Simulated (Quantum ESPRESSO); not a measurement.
Write the native input for Quantum ESPRESSO 7.5 that does the following.

| Property | Result |
| --- | --- |
| Task | relaxation of cell and atoms |
| Functional | PBEsol |
| Potentials or basis | GBRV 1.5 PBEsol |
| Cutoff | 612 eV |
| Density cutoff | 4898 eV |
| k mesh | 21 × 21 × 12 |
| Occupations | gaussian, width 0.1 eV |
| Spin | no spin polarisation |
| Target pressure | 60 GPa |
| Mixing beta | 0.5 |
| Most SCF iterations | 120 |
| SCF threshold | 4e-10 Ry |
| Most ionic steps | 40 |
| Forc conv thr | 0.0004 Ry/bohr |
| Etot conv thr | 1e-05 Ry |
| Ion dynamics | bfgs |
| Cell dynamics | bfgs |
| Press conv thr | 0.3 kbar |

Crystal: Hf.

```
Hf
1.0
     3.19750    0.00000    0.00000
    -1.59875    2.76912    0.00000
     0.00000    0.00000    5.05000
Hf
2
Direct
  0.33333 0.66667 0.25000
  0.66667 0.33333 0.75000
```

These files were run (other wordings do the same):

pw.in

```
&CONTROL
  calculation = 'vc-relax'
  prefix = 'pwscf'
  outdir = './tmp'
  pseudo_dir = './pseudo'
  tprnfor = .true.
  tstress = .true.
  disk_io = 'low'
  nstep = 40
  forc_conv_thr = 0.0004
  etot_conv_thr = 1d-05
/
&SYSTEM
  ibrav = 0
  nat = 2
  ntyp = 1
  ecutwfc = 45
  ecutrho = 360
  nbnd = 19
  occupations = 'smearing'
  smearing = 'gaussian'
  degauss = 0.00734986
/
&ELECTRONS
  conv_thr = 4d-10
  electron_maxstep = 120
  mixing_beta = 0.5
/
&IONS
  ion_dynamics = 'bfgs'
/
&CELL
  cell_dynamics = 'bfgs'
  press = 600
  press_conv_thr = 0.3
/
ATOMIC_SPECIES
Hf   178.4900 hf_pbesol_v1.uspp.F.UPF
CELL_PARAMETERS angstrom
   3.1975000000    0.0000000000    0.0000000000
  -1.5987500000    2.7691162286    0.0000000000
   0.0000000000    0.0000000000    5.0500000000
ATOMIC_POSITIONS crystal
Hf     0.3333333333    0.6666666667    0.2500000000
Hf     0.6666666667    0.3333333333    0.7500000000
K_POINTS automatic
21 21 12 0 0 0
```

Potentials or basis: GBRV 1.5 PBEsol.

The run is started by

```sh
$ OMP_NUM_THREADS=1 pw.x -in pw.in > pw.out
```

It gave:

```json
{
 "Relaxed volume": "15.82 Å³/atom",
 "Relaxed cell": "a = 2.818 Å, b = 2.818 Å, c = 4.600 Å, α = 90.00°, β = 90.00°, γ = 120.00°",
 "Space group after relaxing (to 0.05 Å)": "P6_3/mmc (No. 194)",
 "Energy change on relaxing (the enthalpy is what falls)": "+867.6 meV/atom",
 "Ionic steps": "6",
 "Pressure after relaxing": "59.6 GPa",
 "Band gap on the k mesh": "none (metal or under the smearing width)"
}
```

Caveat: the volume moved by over 15 % at a fixed basis, so the end points are rough.

Run time: 16 min on 1 thread of AMD EPYC 7R43 64-Core Processor (Zen 3), with other jobs on the host, peak memory 0.47 GiB.
